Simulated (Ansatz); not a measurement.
Working through a rigid scan of one bond angle of CH4O2Si, SMILES O=C[SiH2]O

Program: the Python package of Ansatz (0.2.0).

Notebook, run cell by cell (the value of a cell's last expression is shown):

In [1]:
```python
from dataclasses import dataclass

import ansatz as az
from ase import Atoms
```

In [2]:
```python
@dataclass(frozen=True)
class Settings:
    basis: str = 'def2-SVP'
    functional: str = 'r2SCAN'
    vdw: str = 'd4'
    fmax: float = 0.02
```

In [3]:
```python
settings = Settings()
```

In [4]:
```python
atoms = Atoms(['O', 'C', 'Si', 'O', 'H', 'H', 'H', 'H'], positions=[
    [-1.1195, 0.4585, -1.5212],
    [-0.2118, 0.9015, -0.8887],
    [0.386, -0.1536, 0.5158],
    [-0.3782, -1.5514, 0.7274],
    [0.3195, 1.8438, -1.1006],
    [0.3689, 0.6155, 1.8059],
    [1.8675, -0.5225, 0.3201],
    [-1.1404, -1.6489, 0.0855],
])
```

In [5]:
```python
# relax first, so that the scan starts from a minimum
first = (
    az.Crystal.molecule_from_ase(atoms).calculation()
    .basis(gaussian=settings.basis)
    .functional(settings.functional, dispersion=settings.vdw)
    .relax(force_tolerance=settings.fmax, max_steps=80)
)
atoms.positions = first.run(threads=1, pin='off').report['positions_ang']

rows = []
for angle in [85, 95, 105, 115, 125, 140, 160]:
    bent = atoms.copy()
    bent.set_angle(2, 3, 7, angle, indices=[7])
    calc = (
        az.Crystal.molecule_from_ase(bent).calculation()
        .basis(gaussian=settings.basis)
        .functional(settings.functional, dispersion=settings.vdw)
    )
    rows.append((angle, calc.run(threads=1, pin='off').report['free_energy_ev']))
floor = min(e for _, e in rows)
for angle, e in rows:
    print(f'angle Si2-O3-H7 = {angle:3d} deg   {1000 * (e - floor):9.1f} meV')
```
```text
angle Si2-O3-H7 =  85 deg       360.7 meV
angle Si2-O3-H7 =  95 deg       100.3 meV
angle Si2-O3-H7 = 105 deg         0.0 meV
angle Si2-O3-H7 = 115 deg         7.1 meV
angle Si2-O3-H7 = 125 deg        79.6 meV
angle Si2-O3-H7 = 140 deg       243.1 meV
angle Si2-O3-H7 = 160 deg       444.6 meV
```

The scan is rigid, and the energies are electronic, in a modest basis. The zero is the lowest point of the grid, which needn't be the minimum. Run time: 48 s on 1 thread of Arm Neoverse V2, on a shared host, peak memory 0.23 GiB.
